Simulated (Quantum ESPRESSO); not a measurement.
# AlN (P6_3mc) in Quantum ESPRESSO: phonons with LDA

Aim: the phonons of AlN with LDA.

Program: Quantum ESPRESSO 7.5. These are calculated values, not measurements. Logs are shortened: lines on timing, memory, paths and dates and some standing lists are left out, and cuts for length are marked.

**What was measured.**

From “Self-assembly of well-separated AlN nanowires directly on sputtered metallic TiN films”, 2019, arxiv:1910.07391, for a bulk crystal of AlN at 10 K: band gap 6.034 eV (an exciton energy, a little under the gap).

The results are compared with them further down.

## (1) The crystal as given

Symmetry: P6_3mc, No. 186, hexagonal system. Conventional cell: a = 3.113 Å, b = 3.113 Å, c = 4.981 Å, α = 90.00°, β = 90.00°, γ = 120.00°. Around Al (site symmetry 3m) lie 4 N at 1.89 Å. N (site symmetry 3m) has 4 Al at 1.89 Å as nearest neighbours.

## (2) Phonons, LDA

pw.in

```
&CONTROL
  calculation = 'scf'
  prefix = 'pwscf'
  outdir = './tmp'
  pseudo_dir = './pseudo'
  tprnfor = .true.
  tstress = .true.
  disk_io = 'low'
/
&SYSTEM
  ibrav = 0
  celldm(1) = 8
  nat = 4
  ntyp = 2
  ecutwfc = 84
  nbnd = 14
  occupations = 'smearing'
  smearing = 'fd'
  degauss = 0.00367493
/
&ELECTRONS
  conv_thr = 8d-10
  electron_maxstep = 120
  mixing_beta = 0.5
/
ATOMIC_SPECIES
Al    26.9815 Al.upf
N     14.0070 N.upf
CELL_PARAMETERS alat
  0.7353396782450   0.0000000000000   0.0000000000000
 -0.3676698391225   0.6368228417753   0.0000000000000
  0.0000000000000   0.0000000000000   1.1765907283451
ATOMIC_POSITIONS crystal
Al     0.3333333333    0.6666666667    0.0000000000
Al     0.6666666667    0.3333333333    0.5000000000
N      0.3333333333    0.6666666667    0.3800000000
N      0.6666666667    0.3333333333    0.8800000000
K_POINTS automatic
8 8 5 0 0 0
```

relax.in

```
&CONTROL
  calculation = 'relax'
  prefix = 'pwscf'
  outdir = './tmp'
  pseudo_dir = './pseudo'
  tprnfor = .true.
  tstress = .true.
  disk_io = 'low'
  nstep = 40
  forc_conv_thr = 0.0001
  etot_conv_thr = 1d-06
/
&SYSTEM
  ibrav = 0
  celldm(1) = 8
  nat = 4
  ntyp = 2
  ecutwfc = 84
  nbnd = 14
  occupations = 'smearing'
  smearing = 'fd'
  degauss = 0.00367493
/
&ELECTRONS
  conv_thr = 8d-10
  electron_maxstep = 120
  mixing_beta = 0.5
/
&IONS
  ion_dynamics = 'bfgs'
/
ATOMIC_SPECIES
Al    26.9815 Al.upf
N     14.0070 N.upf
CELL_PARAMETERS alat
  0.7353396782450   0.0000000000000   0.0000000000000
 -0.3676698391225   0.6368228417753   0.0000000000000
  0.0000000000000   0.0000000000000   1.1765907283451
ATOMIC_POSITIONS crystal
Al     0.3333333333    0.6666666667    0.0000000000
Al     0.6666666667    0.3333333333    0.5000000000
N      0.3333333333    0.6666666667    0.3800000000
N      0.6666666667    0.3333333333    0.8800000000
K_POINTS automatic
8 8 5 0 0 0
```

scf2.in

```
&CONTROL
  calculation = 'scf'
  prefix = 'pwscf'
  outdir = './tmp'
  pseudo_dir = './pseudo'
  tprnfor = .true.
  tstress = .true.
  disk_io = 'low'
/
&SYSTEM
  ibrav = 0
  celldm(1) = 8
  nat = 4
  ntyp = 2
  ecutwfc = 84
  nbnd = 14
  occupations = 'fixed'
/
&ELECTRONS
  conv_thr = 1d-13
  electron_maxstep = 120
  mixing_beta = 0.5
  startingpot = 'file'
  startingwfc = 'file'
/
ATOMIC_SPECIES
Al    26.9815 Al.upf
N     14.0070 N.upf
CELL_PARAMETERS alat
  0.7353396782476  -0.0000000000000   0.0000000000000
 -0.3676698391238   0.6368228417731   0.0000000000000
  0.0000000000000   0.0000000000000   1.1765907283451
ATOMIC_POSITIONS crystal
Al     0.3333333334    0.6666666668   -0.0009147599
Al     0.6666666668    0.3333333334    0.4990852401
N      0.3333333334    0.6666666668    0.3809147599
N      0.6666666668    0.3333333334    0.8809147599
K_POINTS automatic
8 8 5 0 0 0
```

ph.in

```
phonons of AlN
&INPUTPH
  prefix = 'pwscf'
  outdir = './tmp'
  tr2_ph = 1d-18
  fildyn = 'dyn'
  niter_ph = 90
  alpha_mix(1) = 0.7
  epsil = .true.
/
0.0000000000 0.0000000000 0.0000000000
```

dynmat.in

```
&INPUT
  fildyn = 'dyn'
  asr = 'crystal'
  lperm = .true.
  filout = 'dynmat.disp'
  fileig = 'dynmat.eig'
/
```

dynmat_lo.in

```
&INPUT
  fildyn = 'dyn'
  asr = 'crystal'
  filout = 'dynmat_lo.disp'
  fileig = 'dynmat_lo.eig'
  q(1) = 0
  q(2) = 0
  q(3) = 1
/
```

Potentials or basis: PseudoDojo 0.4.1 SR LDA standard.

On the command line:

```console
$ OMP_NUM_THREADS=1 mpirun -n 2 pw.x -nk 2 -in pw.in > pw.out
$ OMP_NUM_THREADS=1 mpirun -n 2 pw.x -nk 2 -in relax.in > relax.out
$ OMP_NUM_THREADS=1 mpirun -n 2 pw.x -nk 2 -in scf2.in > scf2.out
$ OMP_NUM_THREADS=1 mpirun -n 2 ph.x -nk 2 -in ph.in > ph.out
$ OMP_NUM_THREADS=1 mpirun -n 1 dynmat.x -in dynmat.in > dynmat.out
$ OMP_NUM_THREADS=1 mpirun -n 1 dynmat.x -in dynmat_lo.in > dynmat_lo.out
```

pw.out:

```text
This program is part of the open-source Quantum ESPRESSO suite
     for quantum simulation of materials; please cite
         "P. Giannozzi et al., J. Phys.:Condens. Matter 21 395502 (2009);
         "P. Giannozzi et al., J. Phys.:Condens. Matter 29 465901 (2017);
         "P. Giannozzi et al., J. Chem. Phys. 152 154105 (2020);
     in publications or presentations arising from this work. More details at

     Message from routine setup:
     using ibrav=0 with symmetry is DISCOURAGED, use correct ibrav instead

     K-points division:     npool     =       2
     Subspace diagonalization in iterative solution of the eigenvalue problem:
     a serial algorithm will be used

     G-vector sticks info
     --------------------
     sticks:   dense  smooth     PW     G-vecs:    dense   smooth      PW
     Sum         805     805    241                29383    29383    4625

     Using Slab Decomposition

     bravais-lattice index     =            0
     lattice parameter (alat)  =       8.0000  a.u.
     unit-cell volume          =     282.0993 (a.u.)^3
     number of atoms/cell      =            4
     number of atomic types    =            2
     number of electrons       =        16.00
     number of Kohn-Sham states=           14
     kinetic-energy cutoff     =      84.0000  Ry
     charge density cutoff     =     336.0000  Ry
     scf convergence threshold =      8.0E-10
     mixing beta               =       0.5000
     number of iterations used =            8  plain     mixing
     Exchange-correlation= SLA  PW   NOGX NOGC
                           (   1   4   0   0   0   0   0)

     celldm(1)=   8.000000  celldm(2)=   0.000000  celldm(3)=   0.000000
     celldm(4)=   0.000000  celldm(5)=   0.000000  celldm(6)=   0.000000

     crystal axes: (cart. coord. in units of alat)
               a(1) = (   0.735340   0.000000   0.000000 )
               a(2) = (  -0.367670   0.636823   0.000000 )
               a(3) = (   0.000000   0.000000   1.176591 )

     reciprocal axes: (cart. coord. in units 2 pi/alat)
               b(1) = (  1.359916  0.785148 -0.000000 )
               b(2) = (  0.000000  1.570295  0.000000 )
               b(3) = (  0.000000 -0.000000  0.849913 )

     PseudoPot. # 1 for Al read from file:
     Al.upf
     Pseudo is Norm-conserving + core correction, Zval =  3.0
     Generated using ONCVPSP code by D. R. Hamann
     Using radial grid of 1854 points,  6 beta functions with:
                l(1) =   0
                l(2) =   0
                l(3) =   1
                l(4) =   1
                l(5) =   2
                l(6) =   2

     PseudoPot. # 2 for N  read from file:
     N.upf
     Pseudo is Norm-conserving + core correction, Zval =  5.0
     Generated using ONCVPSP code by D. R. Hamann
     Using radial grid of 1058 points,  4 beta functions with:
                l(1) =   0
                l(2) =   0
                l(3) =   1
                l(4) =   1

     atomic species   valence    mass     pseudopotential
     Al                3.00    26.98150     Al( 1.00)
     N                 5.00    14.00700     N ( 1.00)

     12 Sym. Ops. (no inversion) found ( 6 have fractional translation)

   Cartesian axes

     site n.     atom                  positions (alat units)
         1        Al     tau(   1) = (  -0.0000000   0.4245486   0.0000000  )
         2        Al     tau(   2) = (   0.3676698   0.2122743   0.5882954  )
         3        N      tau(   3) = (  -0.0000000   0.4245486   0.4471045  )
         4        N      tau(   4) = (   0.3676698   0.2122743   1.0353998  )

     number of k points=    30  Fermi-Dirac smearing, width (Ry)=  0.0037
                       cart. coord. in units 2pi/alat
        k(    1) = (   0.0000000   0.0000000   0.0000000), wk =   0.0062500
        k(    2) = (   0.0000000   0.0000000   0.1699826), wk =   0.0125000
        k(    3) = (   0.0000000   0.0000000   0.3399653), wk =   0.0125000
        k(    4) = (   0.0000000   0.1962869   0.0000000), wk =   0.0375000
        k(    5) = (   0.0000000   0.1962869   0.1699826), wk =   0.0750000
        k(    6) = (   0.0000000   0.1962869   0.3399653), wk =   0.0750000
[... 22 lines left out ...]
        k(   29) = (   0.3399789   0.7851477   0.1699826), wk =   0.0750000
        k(   30) = (   0.3399789   0.7851477   0.3399653), wk =   0.0750000

     Dense  grid:    29383 G-vectors     FFT dimensions: (  36,  36,  60)

     Initial potential from superposition of free atoms

     starting charge      15.9956, renormalised to      16.0000
     Starting wfcs are   16 randomized atomic wfcs

     Self-consistent Calculation

     iteration #  1     ecut=    84.00 Ry     beta= 0.50
     Davidson diagonalization with overlap
     ethr =  1.00E-02,  avg # of iterations =  4.0

     total energy              =     -51.00916838 Ry
     estimated scf accuracy    <       1.20091071 Ry

     iteration #  2     ecut=    84.00 Ry     beta= 0.50
     Davidson diagonalization with overlap
     ethr =  7.51E-03,  avg # of iterations =  2.0
[... 50 lines left out ...]
     total energy              =     -51.37334155 Ry
     estimated scf accuracy    <          3.9E-09 Ry

     iteration # 10     ecut=    84.00 Ry     beta= 0.50
     Davidson diagonalization with overlap
     ethr =  2.42E-11,  avg # of iterations =  3.9

     End of self-consistent calculation

          k = 0.0000 0.0000 0.0000 (  3693 PWs)   bands (ev):

    -8.1946  -5.9713   0.7696   5.9563   5.9563   6.6147   6.6147   6.7930
    11.0488  13.3563  17.2634  17.7900  17.7900  19.7382

          k = 0.0000 0.0000 0.1700 (  3687 PWs)   bands (ev):

    -8.0388  -6.2783   1.3110   5.9781   6.0158   6.0158   6.5485   6.5485
    11.6963  13.4530  17.0264  17.7572  17.7572  18.7041
[... 43 lines left out ...]
    -6.5510  -5.5281   1.5832   2.5886   3.5856   4.9639   5.8455   6.0544
    12.2706  13.0156  15.5040  16.6086  18.1964  18.2417

          k = 0.0000 0.5889 0.3400 (  3666 PWs)   bands (ev):

    -6.2536  -5.8627   1.5392   1.9480   4.7645   5.2637   5.6762   5.6973
    12.1114  12.7236  15.8276  16.5312  18.0646  18.6258

          k = 0.0000-0.7851 0.0000 (  3658 PWs)   bands (ev):

    -6.1659  -5.4453   1.3334   2.6313   3.4316   4.7135   5.0004   6.1290
    12.4932  12.5174  14.9070  16.9635  17.5739  18.7885

          k = 0.0000-0.7851 0.1700 (  3670 PWs)   bands (ev):

    -6.0896  -5.5013   1.1369   2.1281   3.9759   4.8251   5.4533   5.9624
    11.9368  12.5778  15.8264  16.2662  18.0213  18.9348

          k = 0.0000-0.7851 0.3400 (  3674 PWs)   bands (ev):

    -5.8936  -5.6656   1.0484   1.4093   4.9965   5.1359   5.5657   5.6872
    11.7434  12.3732  15.6994  16.3351  18.0627  18.7684

          k = 0.1700 0.2944 0.0000 (  3681 PWs)   bands (ev):

    -7.6095  -5.6654   1.4648   4.1358   4.3358   5.5666   6.2618   6.4835
    12.8662  14.9389  15.3784  15.6682  18.1576  18.6415

          k = 0.1700 0.2944 0.1700 (  3680 PWs)   bands (ev):
[... 61 lines left out ...]
    -5.7694  -5.4943   1.8030   2.5062   2.8443   4.2946   4.7638   5.3516
    12.3435  14.6364  15.4889  15.9928  18.0538  18.3760

          k = 0.3400 0.7851 0.3400 (  3659 PWs)   bands (ev):

    -5.6598  -5.5530   1.6990   1.9038   3.0204   3.6238   5.7158   5.9685
    13.1873  14.0069  15.0714  15.3478  18.2123  18.2975

     the Fermi energy is     9.3884 ev

!    total energy              =     -51.37334155 Ry
     estimated scf accuracy    <          1.0E-10 Ry
     smearing contrib. (-TS)   =      -0.00000000 Ry
     internal energy E=F+TS    =     -51.37334155 Ry

     The total energy is F=E-TS. E is the sum of the following terms:
     one-electron contribution =      -2.13614838 Ry
     hartree contribution      =      11.23423945 Ry
     xc contribution           =     -16.98498433 Ry
     ewald contribution        =     -43.48644828 Ry

     convergence has been achieved in  10 iterations

     Forces acting on atoms (cartesian axes, Ry/au):

     atom    1 type  1   force =     0.00000000    0.00000000   -0.00444333
     atom    2 type  1   force =     0.00000000    0.00000000   -0.00444333
     atom    3 type  2   force =     0.00000000    0.00000000    0.00444333
     atom    4 type  2   force =    -0.00000000   -0.00000000    0.00444333

     Total force =     0.008887     Total SCF correction =     0.000000

     Computing stress (Cartesian axis) and pressure

          total   stress  (Ry/bohr**3)                   (kbar)     P=      -58.49
  -0.00043787   0.00000000   0.00000000          -64.41        0.00        0.00
  -0.00000000  -0.00043787   0.00000000           -0.00      -64.41        0.00
   0.00000000   0.00000000  -0.00031711            0.00        0.00      -46.65

=------------------------------------------------------------------------------=
   JOB DONE.
=------------------------------------------------------------------------------=
```

Wall time 7.4 min (2 MPI ranks of Intel Xeon Platinum 8375C at 2.90GHz (Ice Lake), shared host); peak memory 0.2 GiB.

Results:

```
Free energy                                             : -698.9710 eV
Pressure after relaxing                                 : -5.9 GPa
Band gap on the k mesh                                  : 4.23 eV, direct
Electronic dielectric tensor (diagonal)                 : 4.41, 4.41, 4.61
Born charges (mean of the diagonal)                     : Al +2.57; N -2.57 e
Highest phonon frequency at Γ, LO-TO splitting left out : 713 cm⁻¹
Static dielectric tensor (diagonal)                     : 8.18, 8.18, 9.67
```

The path:
```csv
step,energy change (eV),largest force (eV/Å),pressure (GPa)
1,0.0000,0.1142,-5.85
2,-0.0008,0.0546,-5.87
3,-0.0010,0.0013,-5.89
4,-0.0010,0.0000,-5.89
```

Final structure:
```
Al N
1.0
     3.11300    0.00000    0.00000
    -1.55650    2.69594    0.00000
     0.00000    0.00000    4.98100
Al N
2 2
Direct
  0.33333 0.66667 0.99909
  0.66667 0.33333 0.49909
  0.33333 0.66667 0.38091
  0.66667 0.33333 0.88091
```

Phonon frequencies in cm⁻¹ (negative: imaginary):
| q point | frequencies |
| --- | --- |
| (0.000, 0.000, 0.000) | 0 0 0 242 242 539 600 641 641 654 654 713 |

Electronic dielectric tensor:
```
4.41 0.00 0.00
0.00 4.41 0.00
0.00 0.00 4.61
```

Born effective charge tensors (e):
atom 1, Al
```
2.51 0.00 0.00
0.00 2.51 0.00
0.00 0.00 2.67
```
atom 2, Al
```
2.51 0.00 0.00
0.00 2.51 0.00
0.00 0.00 2.67
```
atom 3, N
```
-2.51  0.00  0.00
 0.00 -2.51  0.00
 0.00  0.00 -2.67
```
atom 4, N
```
-2.51  0.00  0.00
 0.00 -2.51  0.00
 0.00  0.00 -2.67
```

Optical modes at Γ, degenerate ones joined, polar ones without the macroscopic field:
```tsv
cm⁻¹	components	symmetry	active in	IR intensity, summed ((D/Å)²/amu)
242	2	E2	Raman	0.00
539	1	B1	silent	0.00
600	1	A1	IR and Raman	35.75
641	2	E2	Raman	0.00
654	2	E1	IR and Raman	63.24
713	1	B1	silent	0.00
```

Zone-centre frequencies without and with the macroscopic field along z (cm⁻¹):
```
                      optical modes in rising order
       without  242 242 539 600 641 641 654 654 713
with the field  242 242 539 641 641 654 654 713 869
```

Static dielectric tensor, electrons and zone-centre modes:
```
8.18 0.00 0.00
0.00 8.18 0.00
0.00 0.00 9.67
```

Caveat: the cell is more than 3 GPa from zero pressure, which shifts response properties; on a mesh that holds Γ this program's dielectric tensor can be off by some percent beyond the error of the mesh.

## (3) How close it comes

Step 2. A measured gap of AlN is 6.034 eV (an exciton energy, a little under the gap; 10 K; quoted in “Self-assembly of well-separated AlN nanowires directly on sputtered metallic TiN films”, 2019, arxiv:1910.07391); the calculated 4.23 eV misses it by -1.81 eV. 2 values of this kind are on record (6.034 to 6.0343 eV); this one was drawn at random. The value is that of LDA, without temperature or zero-point motion. Semilocal functionals fall short of measured gaps as a rule.
